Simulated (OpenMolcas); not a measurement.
**Tm³⁺ among point charges: CASSCF and CASPT2 levels and susceptibility**

How does a field of 8 point charges split the states of Tm³⁺, and what χT follows?

The numbers are computed with OpenMolcas 26.06 (state-averaged CASSCF and CASPT2, spin-orbit coupling by RASSI with atomic mean-field integrals), except any that are marked as measured or tabulated.

**1. The atom as given**

```
Species                           : Tm³⁺ (thulium, Z = 69, 66 electrons)
Basis                             : ANO-RCC-VDZP [7s6p4d2f1g], 68 functions
Scalar Hamiltonian                : DKH2, point nucleus
Inactive shells                   : 1s 2s 2p 3s 3p 3d 4s 4p 4d 5s 5p
Active space                      : 12 electrons in 7 orbitals (4f)
Some configurations of this space : 4f12
Orbitals                          : optimised for the highest spin of each parity, averaged over all roots
```

The outer shells:

4f12
```
4f [↑↓][↑↓][↑↓][↑↓][↑↓][↑ ][↑ ]
```

The ion sits among 8 point charges of -1.5 e arranged as a cube (Oh), 2.99 Å from the ion.

The work runs as a chain of OpenMolcas steps in one folder; each step below is one input file. Labels, J, g values, rates, χT and fits are worked out afterwards by a script from the matrices that RASSI stores. The input lists half of the charges; inversion (Group=XYZ) makes the rest.

**2. Basis and integrals**

The input, a.inp:

```
&GATEWAY
Coord
1

Tm 0.0 0.0 0.0
Basis=ANO-RCC-VDZP
Group=XYZ
NoMove
AngMom=0.0 0.0 0.0
AMFI
XField
4 Angstrom 0
1.726277 1.726277 1.726277 -1.500000
1.726277 1.726277 -1.726277 -1.500000
1.726277 -1.726277 1.726277 -1.500000
1.726277 -1.726277 -1.726277 -1.500000
&SEWARD
```

On the command line:

```bash
$ OMP_NUM_THREADS=1 MOLCAS_MEM=2252 MOLCAS_PROJECT=a pymolcas a.inp > a.log
```

**3. Reference wave functions, triplets of even parity, 21 roots**

The input, a.inp:

```
&RASSCF
FileOrb=start.orb
Symmetry=1
Spin=3
nActEl=12 0 0
Inactive=15 12
Ras2=0 7
CIRoot=21 21 1
SDav=21
CIMx=300
Iter=120 100
PrWF=0.3
OrbListing=Nothing
MaxOrb=0
>>> COPY $Project.JobIph JOB001
```

start.orb holds the contracted functions of the basis, ordered by shell, or the orbitals of the step before.

**4. CASSCF: singlets of even parity, 28 roots**

The input, a.inp:

```
&RASSCF
FileOrb=start.orb
Symmetry=1
Spin=1
nActEl=12 0 0
Inactive=15 12
Ras2=0 7
CIRoot=28 28 1
SDav=28
CIMx=300
Iter=120 100
PrWF=0.3
OrbListing=Nothing
MaxOrb=0
CIOnly
>>> COPY $Project.JobIph JOB002
```

**5. State interaction with spin-orbit coupling**

The input, a.inp:

```
&RASSI
NrOfJobIphs=2 21 27
1 2 3 4 5 6 7 8 9 10 11 12 13 14 15 16 17 18 19 20 21
1 2 3 4 5 6 7 8 9 10 11 12 13 14 15 16 17 18 19 20 21 22 23 24 25 26 27
IphNames
JOB001
JOB002
EJob
SpinOrbit
DIPRint=1.0
SOCoupling=1000.0
Subsets=2
Property=9
'ANGMOM' 1 'ANGMOM' 2 'ANGMOM' 3 'MLTPL  1' 1 'MLTPL  1' 2 'MLTPL  1' 3
'AMFI' 1 'AMFI' 2 'AMFI' 3
SOProperty=3
'ANGMOM' 1 'ANGMOM' 2 'ANGMOM' 3
```

**6. CASPT2: IPEA 0.25, imaginary shift 0.1 (closed shells correlated: 5s 5p)**

The input, a.inp:

```
>>> COPY JOB001 $Project.JobIph
&CASPT2
Multistate=21 1 2 3 4 5 6 7 8 9 10 11 12 13 14 15 16 17 18 19 20 21
NoMult
Frozen=14 9
IPEA=0.25
Imaginary=0.1
MaxIter=60
WThr=0.0 0.3 0.05
PrWF=0.5
NoMix
>>> COPY JOB002 $Project.JobIph
&CASPT2
Multistate=27 1 2 3 4 5 6 7 8 9 10 11 12 13 14 15 16 17 18 19 20 21 22
23 24 25 26 27
NoMult
Frozen=14 9
IPEA=0.25
Imaginary=0.1
MaxIter=60
WThr=0.0 0.3 0.05
PrWF=0.5
NoMix
```

(Steps that only read results are left out.)

What does the calculation give? Wanted: spin-free ground state; first state of the same spin within the active space; lowest level; next level.

The runs gave:

| quantity | value |
| --- | --- |
| method | SS-CASPT2, IPEA 0.25, imaginary shift 0.1 (closed shells correlated: 5s 5p) |
| spin-free ground state | 3T1, 3-fold in its orbital part |
| first state of the same spin within the active space | 3T2 at 57.1 cm⁻¹ |
| lowest level | 2-fold E, g = 0.00, 0.00, 0.00 |
| next level | 16.9 cm⁻¹ |
| χT at 300 K | 7.13 cm³ K/mol |
| effective moment at 300 K | 7.55 μB |

Cost by method:

```tsv
method	time of its own steps	time with the reference
A. CASSCF	12 s	12 s
B. SS-CASPT2, IPEA 0.25, imaginary shift 0.1, +5s 5p	11 s	22 s
```

Times are of one thread on a shared host.

In words: The spin-free ground state (3T1) comes to 100 % from free-ion H terms and keeps the highest spin of the shell. The singlets rest on orbitals optimised for another spin in at least one step, which raises them against the optimised states. Not all states of the active space went into the spin-orbit step. CASPT2 does not keep the components of a term degenerate, and the means are used. Point charges carry no covalency, so the field is a model and not that of real ligands.
